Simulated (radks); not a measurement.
# Shell filling in a hard-walled sphere of radius 1.47 bohr*, with a point charge of +2 at the centre, N = 30 to 33

Which level does each new electron take in a hard-walled sphere of radius 1.47 bohr*, with a point charge of +2 at the centre, and at which counts is the dot hardest to charge further? Each count tries a few candidate levels and keeps the lowest.

Program: radks, version 2. Model: non-relativistic spin-polarised Kohn-Sham, exchange-only LDA, spherically averaged shells. All values are calculated.

## Step 1: The system

| Quantity | Value |
| --- | --- |
| well | a hard-walled sphere of radius 1.47 bohr*, with a point charge of +2 at the centre |
| functional | exchange-only LDA |
| levels | named by radial order: 1s, 1p, 1d, 2s, 1f and so on |
| units | effective atomic units, hartree* and bohr* |
| configuration carried in | 1s2 1p6 1d10 2s2 1f(up 7, down 2) (N = 29, energy 527.048691) |

The runs that follow: 30 electrons; Electron number 31; 32 electrons; N = 33.

What does the calculation give? Wanted: closed shells at N; most unpaired electrons; configuration at N = 33.

As calculated:

| quantity | value |
| --- | --- |
| closed shells at N | none in this range |
| most unpaired electrons | 4 at N = 30 |
| configuration at N = 33 | 1s2 1p6 1d10 2s2 1f(up 7, down 6) |

What this shows: No closed-shell configuration falls in this range. Among the lowest states kept at each count, up to 4 electrons are unpaired (N = 30), since exchange favours parallel spins. The model keeps every shell spherical, so real clusters and dots, which can deform, may order levels otherwise.
